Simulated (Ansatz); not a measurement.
Working through the interaction energy of a dimer with the counterpoise correction of FHOSi, SMILES O[Si]F

Computed with Ansatz 0.2.0, Python API.

The cells in order, each with its output:

```python
import ansatz as az
```

```python
BASIS = 'def2-SVPD'
FUNCTIONAL = 'r2SCAN'

FIRST = [
    ('O', (-0.6018, 0.7649, -0.1661)),
    ('Si', (0.2791, 0.0631, 0.9747)),
    ('F', (0.8958, -1.2096, 0.2397)),
    ('H', (-0.5732, 0.3817, -1.0482)),
]
SECOND = [
    ('O', (0.7069, -2.6262, 2.6893)),
    ('Si', (0.9813, -1.8501, 4.0649)),
    ('F', (2.1822, -0.866, 3.7048)),
    ('H', (1.2171, -2.3585, 1.9187)),
]
```

```python
def energy(atoms, ghosts=()):
    molecule = az.Crystal.molecule()
    for symbol, xyz in atoms:
        molecule = molecule.atom(symbol, xyz)
    calc = (
        molecule.calculation()
        .basis(gaussian=BASIS)  # atom-centred Gaussian functions
        .functional(FUNCTIONAL)  # exchange and correlation
    )
    deck = calc.input()
    if ghosts:
        deck = deck.set(az.key.basis.gaussian.ghost_atoms, [{'symbol': s, 'position_ang': list(xyz)} for s, xyz in ghosts])
    return az.Session.from_dict(deck).plan().execute().report['free_energy_ev']
```

```python
# ghost atoms carry the functions of the partner
both = energy(FIRST + SECOND)
alone = energy(FIRST) + energy(SECOND)
ghosted = energy(FIRST, SECOND) + energy(SECOND, FIRST)
print(f'dimer {both:.6f} eV')
print(f'interaction, uncorrected   {(both - alone):8.3f} eV')
print(f'interaction, counterpoise  {(both - ghosted):8.3f} eV')
print(f'basis-set superposition    {(alone - ghosted):8.3f} eV')
```

    dimer -25301.662015 eV
    interaction, uncorrected     -0.087 eV
    interaction, counterpoise    -0.037 eV
    basis-set superposition       0.051 eV

Uncorrected it is -0.087 eV, with the counterpoise correction -0.037 eV; the difference, 0.05 eV, is the superposition error.

What to keep in mind:
- The settings weren't tested for convergence.
- The dimer is a generated trial pose of unrelaxed monomers, not a minimum, so the figure is no binding energy, and the basis set is small.
- This level lacks the dispersion part of the attraction (electrostatics and induction are there), which can decide the sign where the interaction is weak.
- Run time: 25 s on 1 thread of Arm Neoverse V2, on a shared host, peak memory 0.27 GiB.

(Lines on the test bed's own set-up are left out of the output.)
